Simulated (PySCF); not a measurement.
# H6NTb (Tb(H)3(NH3)): the cost of one run

Program: PySCF 2.14.0. Level of theory: several levels, as the steps say, no spin–orbit coupling. These are calculated values, not measurements.

1 further run of the same task is left out (for a known fault of the program).

## (1) Starting geometry

8 atoms, charge 0, spin multiplicity 1.

Bond lengths: Tb1–H2 2.045 Å, Tb1–H3 2.045 Å, Tb1–H4 2.045 Å, Tb1–N5 2.503 Å, N5–H6 1.023 Å, N5–H7 1.023 Å, N5–H8 1.023 Å. Angles: H2–Tb1–H3 118.6°, H2–Tb1–H4 118.6°, H2–Tb1–N5 96.8°, H3–Tb1–H4 118.6°, H3–Tb1–N5 96.8°, H4–Tb1–N5 96.8°, Tb1–N5–H6 112.4°, Tb1–N5–H7 112.4°, Tb1–N5–H8 112.4°, H6–N5–H7 106.4°, H6–N5–H8 106.4°, H7–N5–H8 106.4°.

Geometry (Å):

```mol
H6NTb
  3D, bonds by distance, orders not assigned

  8  7  0  0  0  0  0  0  0  0999 V2000
    0.2342   -0.2342    0.2342 Tb  0  0
    1.2038    1.2827    1.2038 H   0  0
   -1.2827   -1.2038    1.2038 H   0  0
    1.2038   -1.2038   -1.2827 H   0  0
   -1.2107    1.2107   -1.2107 N   0  0
   -1.8215    1.8215   -0.6631 H   0  0
   -0.6631    1.8215   -1.8215 H   0  0
   -1.8215    0.6631   -1.8215 H   0  0
  1  2  8  0
  1  3  8  0
  1  4  8  0
  1  5  8  0
  5  6  8  0
  5  7  8  0
  5  8  8  0
M  END
```

Formal oxidation states: Tb +3. Each metal's 8 4f electrons lie in its core potential, so multiplicities, spins and levels count the valence alone. An earlier session relaxed this geometry at PBE0, Tb lcecp-1-SVP with ECP54, H def2-SVP, N def2-SVP (singlet, point group C3v).

At PBE0 on the finer grid: E = -94.680166 Eh, HOMO -6.24 eV, LUMO -0.46 eV, Mulliken charge on Tb1 +0.61 e, largest force component 0.001 eV/Å. 

Levels to run: HF; BP86; PBE0, TZVP. Hardware: 2 threads of Arm Neoverse V2, shared host.

## (2) HF

run.py (the lines that set the calculation)

```python
mol = gto.M(atom='''
Tb     0.23418    -0.23418     0.23418
H      1.20380     1.28274     1.20380
H     -1.28274    -1.20380     1.20380
H      1.20380    -1.20380    -1.28274
N     -1.21070     1.21070    -1.21070
H     -1.82145     1.82145    -0.66313
H     -0.66313     1.82145    -1.82145
H     -1.82145     0.66313    -1.82145''',
    basis={'Tb': 'lcecp-1-SVP', 'H': 'def2-SVP', 'N': 'def2-SVP'},
    ecp={'Tb': 'lcecp-1-SVP'},
    charge=0, spin=0)
mf = scf.RHF(mol)
mf = mf.density_fit()  # fitting sets: Tb AutoAux, H def2-universal-JKFIT, N def2-universal-JKFIT
mf.conv_tol = 1e-08; mf.max_cycle = 55
mf.kernel(dm0)  # dm0: the density of the relaxed state
```

The run is started by

```bash
> OMP_NUM_THREADS=2 python run.py
```

**Question.** How long does this run take on 2 threads of Arm Neoverse V2, shared host?

About 1.1 s.
